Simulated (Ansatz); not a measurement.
**BGeH5Si: functionals against CCSD(T) at one geometry**

An exercise on one series of results from a longer session: the logs are not shown, and one member is left open.

Method: single points in def2-TZVPP; program: Ansatz 0.2.0, Gaussian basis.

Correlated methods freeze the cores. Filled d shells of the heavier atoms are correlated.

## Where the work starts

8 atoms, charge 0, spin multiplicity 1.

Atoms are counted from 1 here; the program's logs count them from 0.

Bond lengths: Si1–B2 1.842 Å, Si1–H4 1.363 Å, Si1–H5 1.493 Å, B2–Ge3 1.891 Å, Ge3–H6 1.509 Å, Ge3–H7 1.533 Å, Ge3–H8 1.571 Å. Angles: B2–Si1–H4 128.4°, B2–Si1–H5 120.5°, H4–Si1–H5 110.7°, Si1–B2–Ge3 169.8°, B2–Ge3–H6 110.0°, B2–Ge3–H7 121.4°, B2–Ge3–H8 114.2°, H6–Ge3–H7 102.5°, H6–Ge3–H8 105.3°, H7–Ge3–H8 101.7°.

Coordinates:

```mol
BGeH5Si
  3D, bonds by distance, orders not assigned

  8  7  0  0  0  0  0  0  0  0999 V2000
   -1.1520    1.2293   -1.2764 Si  0  0
   -0.0039    0.1703   -0.3002 B   0  0
    0.9071   -0.9737    0.8992 Ge  0  0
   -1.8434    0.9096   -2.4069 H   0  0
   -1.2863    2.6837   -0.9692 H   0  0
    1.6857   -0.1579    1.9015 H   0  0
    1.9544   -1.9785    0.4052 H   0  0
   -0.0374   -1.8914    1.7558 H   0  0
  1  2  8  0
  1  4  8  0
  1  5  8  0
  2  3  8  0
  3  6  8  0
  3  7  8  0
  3  8  8  0
M  END
```

The first run:

Contents of run/in.yaml:

```yaml
crystal:
  periodic: [false, false, false]
  atoms:
    - {symbol: Si, position_ang: [-1.152000, 1.229300, -1.276400]}
    - {symbol: B, position_ang: [-0.003900, 0.170300, -0.300200]}
    - {symbol: Ge, position_ang: [0.907100, -0.973700, 0.899200]}
    - {symbol: H, position_ang: [-1.843400, 0.909600, -2.406900]}
    - {symbol: H, position_ang: [-1.286300, 2.683700, -0.969200]}
    - {symbol: H, position_ang: [1.685700, -0.157900, 1.901500]}
    - {symbol: H, position_ang: [1.954400, -1.978500, 0.405200]}
    - {symbol: H, position_ang: [-0.037400, -1.891400, 1.755800]}
basis:
  gaussian: {orbitals: def2-TZVPP}
correlation: {method: ccsd_t}
output: {forces: true}
```

No record of the launch command was kept for these runs.

Steps of the session up to this table: CCSD(T)/def2-TZVPP; PBE0-D4/def2-TZVPP; wB97M-V/def2-TZVPP; r2SCAN-D4/def2-TZVPP; PBE-D4/def2-TZVPP; HSE06-D4/def2-TZVPP; BLYP-D4/def2-TZVPP.

One of the session's tables, all rows but one given; the rest of the session is left out.

```
   method  RMS force component (eV/Å)  angle to CCSD(T) forces (°)  dipole (D)
  CCSD(T)                       1.160                    reference        0.67
  PBE0-D4                       1.154                          6.3        0.61
  wB97M-V                           ?                            ?           ?
r2SCAN-D4                       1.100                          6.2        0.48
   PBE-D4                       1.091                         10.7        0.38
 HSE06-D4                       1.149                          6.3        0.60
  BLYP-D4                       1.084                          8.8        0.49
```

Estimate the missing values for wB97M-V.

**Answer.** RMS force component (eV/Å): 1.203; angle to CCSD(T) forces (°): 7.0; dipole (D): 0.78. In the column «RMS force component (eV/Å)» it is the highest.
